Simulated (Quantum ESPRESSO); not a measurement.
A run of Quantum ESPRESSO 7.5 is set up as follows.

Contents of pw.in:

```
&CONTROL
  calculation = 'scf'
  prefix = 'pwscf'
  outdir = './tmp'
  pseudo_dir = './pseudo'
  tprnfor = .true.
  tstress = .true.
  disk_io = 'nowf'
  forc_conv_thr = 0.0001
/
&SYSTEM
  ibrav = 0
  nat = 1
  ntyp = 1
  ecutwfc = 56
  ecutrho = 450
  nbnd = 14
  occupations = 'smearing'
  smearing = 'mp'
  degauss = 0.01469973
/
&ELECTRONS
  conv_thr = 2d-10
  electron_maxstep = 120
  mixing_beta = 0.5
/
ATOMIC_SPECIES
Pt   195.0840 pt_pbesol_v1.4.uspp.F.UPF
CELL_PARAMETERS angstrom
   0.0097875669    1.9575133800    1.9575133800
   1.9673009469    0.0000000000    1.9673009469
   1.9575133800    1.9575133800    0.0097875669
ATOMIC_POSITIONS crystal
Pt     0.0000000000    0.0000000000    0.0000000000
K_POINTS automatic
32 32 32 0 0 0
```

Potentials or basis: GBRV 1.5 PBEsol.

The run is started by

```sh
$ OMP_NUM_THREADS=1 mpirun -n 4 pw.x -nk 4 -in pw.in > pw.out
```

What does it give for the pressure?

-0.2 GPa.

What does it give for the band gap on the k mesh?

None (metal or under the smearing width).

Stress tensor (GPa, compression positive):
```
-0.19  0.00 -0.80
 0.00 -0.29  0.00
-0.80  0.00 -0.19
```

The run has no spin-orbit coupling, so splittings on Pt are missing.
